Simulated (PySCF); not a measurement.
# C2H6N2OSi: the cost of one run

Programs: PySCF 2.14.0, with density-fitted response routines of our own. Each step states its level of theory. These are calculated values for one molecule in the gas phase, unless marked as measured. Atoms are numbered from 0 throughout.

### 1 Starting geometry

12 atoms, charge 0, multiplicity 1; geometry from: GFN2-xTB. The atoms were then displaced at random by about 0.01 Å, so the start is not that level's minimum.

Bonds of the start (Å): C0–C1 1.23, C1–Si2 1.87, Si2–N3 1.73, Si2–N4 1.72, Si2–O5 1.64, C0–H6 1.04, N3–H7 1.02, N3–H8 1.04, N4–H9 1.01, N4–H10 1.00, O5–H11 0.95.

### 2 Geometry optimisation at PBE0-D3(BJ)/def2-SVP

Job settings and geometry (Å):

```
{"job": {"xc": "PBE0", "basis": "def2-SVP", "d3": "d3bj", "grid": 1, "shake": 0.01, "kind": "geom"}, "charge": 0, "multiplicity": 1}
C      2.003390    -0.719380     1.760630
C      1.142940    -0.415240     0.939100
Si    -0.153310     0.000280    -0.343670
N     -0.350680     1.711690    -0.239930
N     -1.522020    -0.960210     0.040290
O      0.372060    -0.335220    -1.855620
H      2.720790    -0.939760     2.476100
H     -0.904320     2.158910    -0.969700
H     -0.650390     2.094420     0.675960
H     -1.376340    -1.939280     0.221060
H     -2.357220    -0.830810    -0.499370
H      1.114800     0.146320    -2.213870
```

On the command line:

```
$ OMP_NUM_THREADS=1 python probes_run.py task.json out
```

This one command runs all jobs of the session in turn.

Q: Estimate the wall time and peak memory of this first job on 1 thread of Arm Neoverse V1, shared host.

About 2.4 min, with a peak of 0.52 GiB.
